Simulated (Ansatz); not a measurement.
## C₂H₅BFI, SMILES CB(F)CI: a single point in a Gaussian basis, step by step

With Ansatz 0.2.0 through its Python package.

Notebook, run cell by cell (the value of a cell's last expression is shown):

**Cell 1**
```python
from pathlib import Path

import ansatz as az
from ase import Atoms

atoms = Atoms(["C", "B", "F", "C", "I", "H", "H", "H", "H", "H"], positions=[
    (1.0956, -0.1654, 0.9277),
    (0.313, -0.3061, -0.4848),
    (1.0036, -0.8811, -1.6091),
    (-1.1497, 0.0673, -0.6502),
    (-1.5243, 2.1504, -0.4354),
    (2.0969, -0.4548, 0.8367),
    (0.5467, -0.713, 1.6941),
    (1.0799, 0.9673, 1.1994),
    (-1.8121, -0.4727, 0.1585),
    (-1.5666, -0.2431, -1.6338),
])
c2h5bfi = az.Crystal.molecule_from_ase(atoms)
```

**Cell 2**
```python
calculation = c2h5bfi.calculation()
calculation = calculation.basis(gaussian="def2-TZVP").functional("pbe0")
calculation = calculation.orbitals()
print(calculation.to_yaml())
outcome = calculation.run(threads=1, backend="cpu", runs_dir="out")
summary = outcome.report
```
Output:
```text
crystal:
  periodic: [false, false, false]
  atoms:
    - { symbol: C, position_ang: [1.0956, -0.1654, 0.9277] }
    - { symbol: B, position_ang: [0.313, -0.3061, -0.4848] }
    - { symbol: F, position_ang: [1.0036, -0.8811, -1.6091] }
    - { symbol: C, position_ang: [-1.1497, 0.0673, -0.6502] }
    - { symbol: I, position_ang: [-1.5243, 2.1504, -0.4354] }
    - { symbol: H, position_ang: [2.0969, -0.4548, 0.8367] }
    - { symbol: H, position_ang: [0.5467, -0.713, 1.6941] }
    - { symbol: H, position_ang: [1.0799, 0.9673, 1.1994] }
    - { symbol: H, position_ang: [-1.8121, -0.4727, 0.1585] }
    - { symbol: H, position_ang: [-1.5666, -0.2431, -1.6338] }
basis:
  gaussian:
    orbitals: def2-TZVP
hamiltonian:
  xc: pbe0
output:
  orbitals: {}
```

**Cell 3**
```python
summary["n_occupied"], summary["n_virtual"]
```
Output:
```text
([28, 28], [176, 176])
```

**Cell 4**
```python
summary["positions_ang"]
```
Output:
```text
[[1.0956, -0.1654, 0.9277], [0.313, -0.3061, -0.4848], [1.0036, -0.8811, -1.6091],
 [-1.1497, 0.0673, -0.6502], [-1.5243, 2.1504, -0.4354], [2.0969, -0.4548, 0.8367],
 [0.5467, -0.713, 1.6941], [1.0799, 0.9673, 1.1994], [-1.8121, -0.4727, 0.1585],
 [-1.5666, -0.2431, -1.6338]]
```

**Cell 5**
```python
print(f"E = {summary['free_energy_ev']:.6f} eV = {summary['free_energy_ev'] / 27.211386246:.7f} Ha")
print("converged:", summary["converged"], " doubts:", summary["published_state_doubts"] or "none")
```
Output:
```text
E = -13647.712986 eV = -501.5442015 Ha
converged: True  doubts: none
```

**Cell 6**
```python
state = summary["mean_field"]["state"]
print(f"mean field: {state['energy']['hartree']:.7f} Ha, <S^2> = {abs(state['spin_squared']):.4f}, stability: {state.get('stability', {}).get('kind')}")
```
Output:
```text
mean field: -501.5442015 Ha, <S^2> = 0.0000, stability: minimum
```

**Cell 7**
```python
lines = Path(summary["orbitals_path"]).read_text().splitlines()
field_of = lambda key: [line.split("=")[1].strip() for line in lines if line.startswith(key)]
orbitals = [(27.211386 * float(e), s, float(n)) for e, s, n in zip(field_of("Ene="), field_of("Spin="), field_of("Occup="))]
homo = max(e for e, _, n in orbitals if n > 0.5)
lumo = min(e for e, _, n in orbitals if n < 0.5)
for e, spin, n in sorted(orbitals):
    if homo - 6 < e < lumo + 5:
        print(f"{spin:6s} {e:10.3f} eV  occupation {n:.0f}")
```
Output:
```text
Alpha     -12.975 eV  occupation 2
Alpha     -12.717 eV  occupation 2
Alpha     -12.394 eV  occupation 2
Alpha     -11.571 eV  occupation 2
Alpha     -11.344 eV  occupation 2
Alpha     -10.929 eV  occupation 2
Alpha     -10.409 eV  occupation 2
Alpha      -9.339 eV  occupation 2
Alpha      -7.583 eV  occupation 2
Alpha      -7.562 eV  occupation 2
Alpha      -1.744 eV  occupation 0
Alpha      -0.233 eV  occupation 0
Alpha       1.040 eV  occupation 0
Alpha       1.885 eV  occupation 0
Alpha       2.049 eV  occupation 0
Alpha       2.535 eV  occupation 0
Alpha       2.709 eV  occupation 0
```

Total energies depend on the basis set; only differences at equal settings carry meaning. The geometry is a force-field or estimated start, not a minimum of this method, and the basis set is short of its limit. def2 sets replace the cores of elements past krypton by effective core potentials. Alpha marks a spatial orbital of a restricted run, filled by both spins. Levels such as HOMO and LUMO are orbital energies: with these approximate functionals they aren't the ionisation energy and electron affinity, and their gap isn't the fundamental gap. Hardware and time: 11 s on 1 thread of Arm Neoverse V1 (shared host), peak memory 0.54 GiB.

(Lines on the test bed's own set-up are left out of the output.)
